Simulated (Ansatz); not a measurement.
# Sb5Se: the cost of one run

Program: Ansatz 0.2.0. Level of theory: DFT PBE, scalar-relativistic, plane waves, PAW. These are calculated values, not measurements.

### 1 The starting structure

It takes space group P6/mmm (No. 191, hexagonal). Conventional cell: a = 6.699 Å, b = 6.699 Å, c = 4.858 Å, α = 90.00°, β = 90.00°, γ = 120.00°. Sb (site symmetry mmm) is surrounded by 8 Sb at 3.10 to 3.35 Å and 2 Se at 3.35 Å. Sb (site symmetry -6m2) is surrounded by 6 Sb at 3.10 Å. Se (site symmetry 6/mmm) has 6 Sb at 3.35 Å as nearest neighbours.

Structure file:

```cif
data_structure
_symmetry_space_group_name_H-M 'P 1'
_symmetry_Int_Tables_number 1
_cell_length_a 6.6991
_cell_length_b 6.6991
_cell_length_c 4.8581
_cell_angle_alpha 90.000
_cell_angle_beta 90.000
_cell_angle_gamma 120.000
_cell_volume 188.81
loop_
_atom_site_label
_atom_site_type_symbol
_atom_site_fract_x
_atom_site_fract_y
_atom_site_fract_z
_atom_site_occupancy
Sb1 Sb 0.50000 0.00000 0.50000 1
Sb2 Sb 0.00000 0.50000 0.50000 1
Sb3 Sb 0.50000 0.50000 0.50000 1
Sb4 Sb 0.33333 0.66667 0.00000 1
Sb5 Sb 0.66667 0.33333 0.00000 1
Se1 Se 0.00000 0.00000 0.50000 1
```

It is the end of an earlier relaxation with the same method, from a generated guess; it is a trial structure. At a tolerance of 0.05 Å it has space group P6/mmm (No. 191); it has 31.47 Å³/atom, an uncorrected energy of +0.34 eV/atom over the elements.

### 2 Static run: bands, density of states and charges

Input file input.yaml:

```yaml
crystal:
  lattice:
    - [6.6990691472, 0.0, 0.0]
    - [-3.3495345736, 5.8015640632, 0.0]
    - [0.0, 0.0, 4.8580778577]
  atoms:
    - { symbol: Sb, position: [0.5, 0.0, 0.5] }
    - { symbol: Sb, position: [0.0, 0.5, 0.5] }
    - { symbol: Sb, position: [0.5, 0.5, 0.5] }
    - { symbol: Sb, position: [0.3333333333, 0.6666666667, 0.0] }
    - { symbol: Sb, position: [0.6666666667, 0.3333333333, 0.0] }
    - { symbol: Se, position: [0.0, 0.0, 0.5] }
basis:
  ecutwfc: 420
kpoints:
  mp_grid: { grid: [6, 6, 8] }
  band_path:
    path:
      - [[0.0, 0.0, 0.0], [0.5, 0.0, 0.0], [0.33333333, 0.33333333, 0.0], [0.0, 0.0, 0.0], [0.0, 0.0, 0.5], [0.5, 0.0, 0.5], [0.33333333, 0.33333333, 0.5], [0.0, 0.0, 0.5]]
      - [[0.5, 0.0, 0.5], [0.5, 0.0, 0.0]]
      - [[0.33333333, 0.33333333, 0.5], [0.33333333, 0.33333333, 0.0]]
    npoints: 14
hamiltonian:
  xc: pbe
scf:
  occupations: { method: gaussian, width: 0.1 }
  n_extra_bands: 15
output:
  forces: true
  stress: true
  eigenvalues: true
  populations: true
  dos: { projected: true, de: 0.02, nscf_kmesh: { grid: [8, 8, 10] } }
  bader: true
  write_density: true
  write_potential: true
  elf: true
  volumetric_format: npy
```

Command:

```bash
$ ansatz run input.yaml --threads 1 --pin off --max-ram 2560MiB --backend cpu --events-out ev --progress --plain --runs-dir out
```

**Question.** How long does this run take on 1 thread of Intel Xeon Platinum 8488C (Sapphire Rapids), shared host, and how much memory does it need?

About 93 s, with a peak of 1.1 GiB.
